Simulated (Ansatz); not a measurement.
Wanted: the native input for an Ansatz 0.2.0 run.

```yaml
Task: single point
Functional: PBEsol
Potentials_or_basis: all-electron LAPW, scalar-relativistic
Cutoff: 267 eV (chosen from the basis error)
Basis_error_allowed: 0.001 eV/atom
k_mesh: 11 × 11 × 3
Occupations: fermi-dirac, width 0.05 eV
Spin: no spin polarisation
```

Crystal: MoPdRu2.

```
Pd Ru Mo
1.0
     2.77343    0.00000    0.00000
    -1.38672    2.40186    0.00000
     0.00000    0.00000    8.89466
Pd Ru Mo
1 2 1
Direct
  0.00000 0.00000 0.50000
  0.66667 0.33333 0.75785
  0.66667 0.33333 0.24215
  0.00000 0.00000 0.00000
```

The cell comes from a database or a generator and needn't be the stable form of this composition.

One way to write it, as run:

input.yaml

```yaml
crystal:
  lattice:
    - [2.7734346065, 0.0, 0.0]
    - [-1.3867173032, 2.4018648249, 0.0]
    - [0.0, 0.0, 8.89466]
  atoms:
    - { symbol: Pd, position: [0.0, 0.0, 0.5] }
    - { symbol: Ru, position: [0.6666666667, 0.3333333333, 0.757849] }
    - { symbol: Ru, position: [0.6666666667, 0.3333333333, 0.242151] }
    - { symbol: Mo, position: [0.0, 0.0, 0.0] }
kpoints:
  mp_grid: { grid: [11, 11, 3] }
scf:
  occupations: { method: fermi_dirac, width: 0.05 }
hamiltonian:
  xc: pbesol
  pseudopotentials: { kind: all_electron, lapw: { basis_error: 0.001 } }
output:
  forces: true
  stress: true
  eigenvalues: true
  populations: true
```

Potentials or basis: all-electron LAPW, scalar-relativistic.

Command:

```bash
$ ansatz run input.yaml --threads 2 --pin off --max-ram 8192MiB --backend cpu --events-out ev --progress --plain --runs-dir out
```

It gave:

```yaml
Pressure: -11.3 GPa
Largest_force: 0.087 eV/Å
Band_gap_on_the_k_mesh: none (metal or under the smearing width)
```

Run time: 56 s on 2 threads of Arm Neoverse V1 (shared host), peak memory 0.59 GiB.
